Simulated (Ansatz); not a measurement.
# B2F4H2O2: a ladder of functionals and wavefunction methods

How much do the methods differ for B2F4H2O2? The plan is to run it at one geometry with functionals of several rungs and with coupled cluster, and see how far each lands from CCSD(T) at the basis-set limit for the atomisation energy.

Computed with Ansatz 0.2.0, Gaussian basis. Level: functionals in def2-TZVPP, the program's frozen cores in correlated methods.

The runs, in order: LDA (SPW92), PBE-D4, revPBE-D4, BLYP-D4, r2SCAN-D4, B97M-V, PBE0-D4, B3LYP-D4, r2SCANh-D4, r2SCAN0-D4, HSE06-D4, BHLYP-D4, CAM-B3LYP-D4, LC-ωPBE, ωB97X-V, ωB97M-V, B2PLYP, PBE-QIDH; CCSD(T)/def2-SVP; CCSD(T)/def2-TZVPP; MP2/def2-QZVPP; extrapolation to the limit; RPA on PBE.

**1. The geometry**

An earlier PBE0-D4 in a triple-zeta def2 set relaxation fixed the geometry.

SMILES `F[B-]1(F)[OH+][B-](F)(F)[OH+]1`, 10 atoms, charge 0, spin multiplicity 1.

Atoms are counted from 1 here; the program's logs count them from 0.

Bond lengths: F1–B2 1.333 Å, B2–F3 1.352 Å, B2–O4 1.548 Å, B2–O8 1.548 Å, O4–B5 1.548 Å, O4–H9 0.963 Å, B5–F6 1.352 Å, B5–F7 1.333 Å, B5–O8 1.548 Å, O8–H10 0.963 Å. Angles: F1–B2–F3 116.9°, F1–B2–O4 112.3°, F1–B2–O8 112.3°, F3–B2–O4 111.5°, F3–B2–O8 111.5°, O4–B2–O8 89.0°, B2–O4–B5 90.5°, B2–O4–H9 114.6°, B5–O4–H9 114.6°, O4–B5–F6 111.5°, O4–B5–F7 112.3°, O4–B5–O8 89.0°, F6–B5–F7 116.9°, F6–B5–O8 111.5°, F7–B5–O8 112.3°, B2–O8–B5 90.5°, B2–O8–H10 114.6°, B5–O8–H10 114.6°.

Coordinates:

```
atom    x (Å)    y (Å)    z (Å)
  F1   0.1419  -2.2472  -0.1720
  B2  -0.3281  -1.0469   0.1678
  F3  -1.4755  -1.0188   0.8818
  O4   0.7591  -0.1488   0.8061
  B5   0.5476   0.9151  -0.2981
  F6  -0.1352   1.9842   0.1687
  F7   1.6644   1.1640  -0.9820
  O8  -0.3853  -0.0755  -1.0360
  H9   0.5575   0.1531   1.6985
 H10  -1.2632   0.2697  -1.2319
```

**2. LDA**

This LDA is Slater exchange with PW92 correlation.

Contents of in.yaml:

```yaml
crystal:
  periodic: [false, false, false]
  atoms:
    - {symbol: F, position_ang: [0.141917, -2.247160, -0.171955]}
    - {symbol: B, position_ang: [-0.328130, -1.046925, 0.167844]}
    - {symbol: F, position_ang: [-1.475536, -1.018822, 0.881830]}
    - {symbol: O, position_ang: [0.759150, -0.148849, 0.806136]}
    - {symbol: B, position_ang: [0.547559, 0.915108, -0.298109]}
    - {symbol: F, position_ang: [-0.135205, 1.984249, 0.168662]}
    - {symbol: F, position_ang: [1.664369, 1.163981, -0.982047]}
    - {symbol: O, position_ang: [-0.385326, -0.075527, -1.035989]}
    - {symbol: H, position_ang: [0.557482, 0.153104, 1.698541]}
    - {symbol: H, position_ang: [-1.263182, 0.269740, -1.231914]}
basis:
  gaussian: {orbitals: def2-TZVPP}
hamiltonian: {xc: lda}
output: {orbitals: {seedname: orbitals}}
```

The run is started by

```console
$ ansatz run in.yaml --threads 8 --pin off --events-out ev --progress --plain --max-ram 18278MiB
```

After this run come: PBE-D4 (GGA); revPBE-D4 (GGA); BLYP-D4 (GGA); r2SCAN-D4 (meta-GGA); B97M-V (meta-GGA); PBE0-D4 (hybrid); B3LYP-D4 (hybrid); r2SCANh-D4 (hybrid); r2SCAN0-D4 (hybrid); HSE06-D4 (hybrid); BHLYP-D4 (hybrid); CAM-B3LYP-D4 (range-separated); LC-ωPBE (range-separated); ωB97X-V (range-separated); ωB97M-V (range-separated); B2PLYP (double hybrid); PBE-QIDH (double hybrid); CCSD(T) in def2-SVP; CCSD(T) in def2-TZVPP; MP2 in def2-QZVPP; RPA on PBE orbitals.

Before running them: what should the planned runs give, taken together? Wanted: atomisation energy, CCSD(T)/CBS; farthest beyond LDA; mean size of error, GGA; mean size of error, meta-GGA; mean size of error, hybrid; mean size of error, range-separated; mean size of error, double hybrid; gap, smallest and largest; T1 diagnostic.

**Answer**, as computed:

| quantity | value |
| --- | --- |
| atomisation energy, CCSD(T)/CBS | 1121.1 kcal/mol |
| functionals within 5.6 kcal/mol (0.5 %) | BLYP-D4, B97M-V, PBE0-D4, r2SCANh-D4, HSE06-D4, LC-ωPBE, ωB97X-V, ωB97M-V |
| farthest beyond LDA | BHLYP-D4 (-54.9 kcal/mol) |
| mean size of error, GGA | 15.4 kcal/mol |
| mean size of error, meta-GGA | 4.2 kcal/mol |
| mean size of error, hybrid | 16.5 kcal/mol |
| mean size of error, range-separated | 4.8 kcal/mol |
| mean size of error, double hybrid | 8.6 kcal/mol |
| gap, smallest and largest | 8.02 eV (BLYP-D4), 16.02 eV (LC-ωPBE) |
| T1 diagnostic | 0.0112 |
| triples share of the correlation energy | 3.0 % |

What this shows: The LDA atomisation energy is off by 197.7 kcal/mol (18 %): it overbinds. PBE-D4 misses by +28.1 kcal/mol. Double hybrids carry the basis error of their MP2 part in triple zeta, and no dispersion term here, so their miss is partly the set-up's. The rungs meta-GGA, range-separated miss on average by less than the doubt on the reference (5.6 kcal/mol), so they tie. The reference freezes the cores and leaves out relativity and excitations past (T), so misses under about 5.6 kcal/mol can't be ranked. Hartree-Fock recovers 74 % of the binding; the rest is correlation. CCSD(T) in def2-SVP is off by -45.7 kcal/mol, so the small basis spoils what the method gains. Orbital gaps span 8.0 to 16.0 eV; exact exchange widens them.
